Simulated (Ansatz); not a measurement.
WAu:

```
CELL_PARAMETERS angstrom
0.00000 2.74798 2.74798
2.74798 0.00000 2.74798
2.74798 2.74798 0.00000
ATOMIC_POSITIONS crystal
W 0.00000 0.00000 0.00000
Au 0.75000 0.75000 0.75000
```

The cell was built by a generator and needn't be a form met in nature.

* Program: Ansatz 0.2.0
* Task: relaxation of cell and atoms
* Functional: PBEsol
* Potentials or basis: Ansatz PAW
* Cutoff: 420 eV (not typed: the program's choice for these potentials)
* k mesh: 8 × 8 × 8
* Occupations: fermi-dirac, width 0.05 eV
* Spin: no spin polarisation

At the start: volume 20.75 Å³/atom.

Where does the relaxation end?

It ends after 5 steps and the volume is 23.72 Å³/atom (+14.3 %); space group F-43m (No. 216, to 0.05 Å).

Step by step:
| step | energy change (eV) | largest force (eV/Å) | volume (Å³) |
| --- | --- | --- | --- |
| 1 | 0.0000 | 0.0000 | 41.50 |
| 2 | -0.4223 | 0.0000 | 47.87 |
| 3 | -0.4241 | 0.0000 | 47.53 |
| 4 | -0.4242 | 0.0000 | 47.43 |
| 5 | -0.4260 | 0.0000 | 47.43 |

Final structure:
```
W Au
1.0
     0.00000    2.87313    2.87313
     2.87313    0.00000    2.87313
     2.87313    2.87313    0.00000
W Au
1 1
Direct
  0.00000 0.00000 0.00000
  0.75000 0.75000 0.75000
```

Caveat: the plane-wave basis is chosen anew once the cell has moved, so the energies of steps on either side of that aren't comparable; the PAW data sets come from PBE, with cores solved anew for the run's functional, which leaves a small shift of forces and pressure.
